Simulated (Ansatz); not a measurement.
# Al₃FH₅NO: small, medium and large basis sets

One table from this session's results is given with a row withheld; the runs are named, their logs left out.

Program: Ansatz 0.2.0, Gaussian basis. Level of theory: one geometry, several basis sets. These are calculated values, not measurements.

Plan: PBE0-D4/def2-SVP; ωB97M-V/def2-SVP; PBE0-D4/def2-QZVPP; ωB97M-V/def2-QZVPP; the functionals' def2-TZVPP values are taken from earlier runs.

## Structure used throughout

An earlier PBE0-D4 in a triple-zeta def2 set relaxation fixed the geometry.

SMILES `[NH2][AlH][AlH][O][AlH][F]`, 11 atoms, charge 0, spin multiplicity 1.

Atoms are counted from 1 here; the program's logs count them from 0.

Bond lengths: N1–Al2 1.770 Å, N1–H7 1.010 Å, N1–H8 1.008 Å, Al2–Al3 2.591 Å, Al2–H9 1.593 Å, Al3–O4 1.707 Å, Al3–H10 1.593 Å, O4–Al5 1.670 Å, Al5–F6 1.657 Å, Al5–H11 1.565 Å. Angles: Al2–N1–H7 124.4°, Al2–N1–H8 125.3°, H7–N1–H8 110.4°, N1–Al2–Al3 113.3°, N1–Al2–H9 116.6°, Al3–Al2–H9 130.0°, Al2–Al3–O4 113.6°, Al2–Al3–H10 131.4°, O4–Al3–H10 115.0°, Al3–O4–Al5 151.3°, O4–Al5–F6 118.0°, O4–Al5–H11 124.4°, F6–Al5–H11 117.6°.

The first run:

in.yaml reads:

```yaml
crystal:
  periodic: [false, false, false]
  atoms:
    - {symbol: N, position_ang: [-1.696868, 1.167999, 0.061861]}
    - {symbol: Al, position_ang: [-1.202085, 0.548560, -1.520427]}
    - {symbol: Al, position_ang: [0.941194, -0.904656, -1.429241]}
    - {symbol: O, position_ang: [1.591832, -1.065539, 0.140263]}
    - {symbol: Al, position_ang: [1.559912, -0.745567, 1.778516]}
    - {symbol: F, position_ang: [0.326900, 0.194046, 2.363444]}
    - {symbol: H, position_ang: [-1.205313, 0.984990, 0.925309]}
    - {symbol: H, position_ang: [-2.502480, 1.749218, 0.233468]}
    - {symbol: H, position_ang: [-2.114330, 0.951768, -2.762294]}
    - {symbol: H, position_ang: [1.748820, -1.664193, -2.573666]}
    - {symbol: H, position_ang: [2.617615, -1.273626, 2.803468]}
basis:
  gaussian: {orbitals: def2-SVP}
hamiltonian: {xc: pbe0, dispersion: d4}
output: {orbitals: {seedname: orbitals}}
```

On the command line:

```bash
$ ansatz run in.yaml --threads 4 --pin off --events-out ev --progress --plain --max-ram 10444MiB
```

Steps of the session up to this table: PBE0-D4 in def2-SVP; ωB97M-V in def2-SVP; PBE0-D4 in def2-QZVPP; ωB97M-V in def2-QZVPP.

One of the session's tables, all rows but one given; the rest of the session is left out.

It belongs to the step «Functionals by basis». 

```
functional       basis  HOMO (eV)  LUMO (eV)
   PBE0-D4    def2-SVP      -6.67      -1.92
   PBE0-D4  def2-TZVPP      -6.73      -2.05
   PBE0-D4  def2-QZVPP      -6.74      -2.08
   ωB97M-V    def2-SVP          ?          ?
   ωB97M-V  def2-TZVPP      -8.66      -0.38
   ωB97M-V  def2-QZVPP      -8.69      -0.51
```

Q: Estimate the row for ωB97M-V, def2-SVP from the others.

**Answer.** HOMO (eV): -8.57; LUMO (eV): -0.18. In the column «HOMO (eV)» it lies between ωB97M-V, def2-TZVPP (-8.66) and PBE0-D4, def2-QZVPP (-6.74).
